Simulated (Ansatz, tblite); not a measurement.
# Si10H18 bond disc (Si10H18S): rung by rung

How do method and basis change the picture of Si10H18 bond disc (Si10H18S) (singlet)?

The runs use Ansatz 0.2.0, Gaussian basis; as each input shows.

The runs, in order: GFN1-xTB, GFN2-xTB, PBE-D4/def2-TZVP, r2SCAN-D4/def2-TZVP, PBE-D4/def2-SVP, PBE0-D4/def2-SVP, HF/STO-3G, HF/6-31G, B3LYP-D4/6-31G, MP2/def2-SVP.

6 further runs of the same task are left out: 4 that didn't finish, 2 set aside as unsound or not needed.

## (1) The relaxed structure

The singlet was relaxed beforehand with PBE-D4/def2-SVP.

29 atoms, charge 0, spin multiplicity 1.

Bond lengths: Si1–Si6 2.352 Å, Si1–Si8 2.354 Å, Si1–H12 1.511 Å, Si1–H13 1.508 Å, Si2–Si7 2.356 Å, Si2–Si8 2.355 Å, Si2–H14 1.508 Å, Si2–H15 1.508 Å, Si3–Si6 2.349 Å, Si3–Si10 2.351 Å, Si3–S11 2.175 Å, Si3–H17 1.511 Å, Si4–Si9 2.356 Å, Si4–Si10 2.356 Å, Si4–H18 1.508 Å, Si4–H19 1.508 Å, Si5–Si6 2.355 Å, Si5–Si7 2.353 Å and more. Angles: Si6–Si1–Si8 109.8°, Si6–Si1–H12 110.2°, Si6–Si1–H13 108.0°, Si8–Si1–H12 111.4°, Si8–Si1–H13 109.5°, H12–Si1–H13 107.9°, Si7–Si2–Si8 108.8°, Si7–Si2–H14 111.1°, Si7–Si2–H15 108.9°, Si8–Si2–H14 110.8°, Si8–Si2–H15 108.9°, H14–Si2–H15 108.3°, Si6–Si3–Si10 109.6°, Si6–Si3–S11 110.2°, Si6–Si3–H17 107.9°, Si10–Si3–S11 107.8°, Si10–Si3–H17 109.0°, S11–Si3–H17 112.3° and more.

PBE0-D4/def2-TZVP was run before; its log isn't repeated, and its numbers join the tables.

## (2) GFN1-xTB

Tight binding, by tblite at 300 K electronic temperature and without a spin-polarisation term:

```python
tblite.interface.Calculator('GFN1-xTB', numbers, positions, charge=0, uhf=0).singlepoint()
```

Energy -866.9969 eV, HOMO -10.84 eV, LUMO -8.06 eV; 0.05 s.

## (3) GFN2-xTB

Tight binding, by tblite at 300 K electronic temperature and without a spin-polarisation term:

```python
tblite.interface.Calculator('GFN2-xTB', numbers, positions, charge=0, uhf=0).singlepoint()
```

Energy -805.2127 eV, HOMO -9.17 eV, LUMO -6.11 eV; 0.055 s.

## (4) PBE-D4/def2-TZVP

start.molden holds the orbitals of an earlier run on this state, given as this run's starting guess.

in.yaml reads:

```yaml
crystal:
  periodic: [false, false, false]
  atoms:
    - {symbol: Si, position_ang: [-1.988118, 0.751879, 1.862049]}
    - {symbol: Si, position_ang: [-1.954676, 3.516433, -0.767980]}
    - {symbol: Si, position_ang: [0.726654, -1.953666, 1.860419]}
    - {symbol: Si, position_ang: [3.466095, -1.930419, -0.757574]}
    - {symbol: Si, position_ang: [0.755927, 0.799916, -0.837842]}
    - {symbol: Si, position_ang: [-0.606751, -0.578325, 0.500093]}
    - {symbol: Si, position_ang: [-0.619085, 2.170841, -2.166407]}
    - {symbol: Si, position_ang: [-3.350974, 2.123781, 0.520026]}
    - {symbol: Si, position_ang: [2.128958, -0.584829, -2.155315]}
    - {symbol: Si, position_ang: [2.066359, -3.337467, 0.512709]}
    - {symbol: S, position_ang: [-0.528263, -3.235709, 3.089417]}
    - {symbol: H, position_ang: [-2.815821, -0.121320, 2.775450]}
    - {symbol: H, position_ang: [-1.100067, 1.614559, 2.723349]}
    - {symbol: H, position_ang: [-2.772314, 4.494970, -1.573856]}
    - {symbol: H, position_ang: [-1.057733, 4.298819, 0.157795]}
    - {symbol: H, position_ang: [-1.308413, -2.217378, 3.557662]}
    - {symbol: H, position_ang: [1.620368, -1.061159, 2.690007]}
    - {symbol: H, position_ang: [4.448225, -2.742421, -1.564228]}
    - {symbol: H, position_ang: [4.244170, -1.040435, 0.178056]}
    - {symbol: H, position_ang: [1.607948, 1.654201, 0.069385]}
    - {symbol: H, position_ang: [-1.456051, -1.440106, -0.401212]}
    - {symbol: H, position_ang: [-1.510072, 1.276090, -2.990573]}
    - {symbol: H, position_ang: [0.206609, 3.012807, -3.106694]}
    - {symbol: H, position_ang: [-4.161718, 1.248277, -0.401188]}
    - {symbol: H, position_ang: [-4.301275, 2.938322, 1.361853]}
    - {symbol: H, position_ang: [1.234752, -1.471630, -2.984948]}
    - {symbol: H, position_ang: [2.978493, 0.238636, -3.090931]}
    - {symbol: H, position_ang: [1.176473, -4.126911, -0.411148]}
    - {symbol: H, position_ang: [2.870301, -4.297755, 1.351622]}
basis:
  gaussian: {orbitals: def2-TZVP, initial_orbitals: start.molden}
hamiltonian: {xc: pbe, dispersion: d4}
scf: {omitted_lower_state_checks: [starts]}
output: {orbitals: {seedname: orbitals}}
```

Command:

```
$ ansatz run in.yaml --threads 4 --pin off --events-out ev --progress --plain --max-ram 6963MiB
```

After this run come: r2SCAN-D4/def2-TZVP; PBE-D4/def2-SVP; PBE0-D4/def2-SVP; HF/STO-3G; HF/6-31G; B3LYP-D4/6-31G; MP2/def2-SVP.

Q: Predict the results of all the runs planned. Wanted: gap in def2-TZVP, named functionals, smallest and largest; correlation energy, MP2/def2-SVP; binding an atom, functionals in def2-TZVP; PBE0 total energy, smallest basis above largest.

**Answer**, as computed:

```
                                                 quantity                                  value
gap in def2-TZVP, named functionals, smallest and largest    3.98 eV (PBE-D4), 5.76 eV (PBE0-D4)
                         correlation energy, MP2/def2-SVP                              -30.27 eV
                binding an atom, functionals in def2-TZVP  3.13 (PBE0-D4) to 3.15 eV (r2SCAN-D4)
          PBE0 total energy, smallest basis above largest         30.93 eV (def2-SVP, def2-TZVP)
```

What this shows: Orbital gaps of the named functionals in def2-TZVP span 3.98 eV (PBE-D4) to 5.76 eV (PBE0-D4); exact exchange widens it.
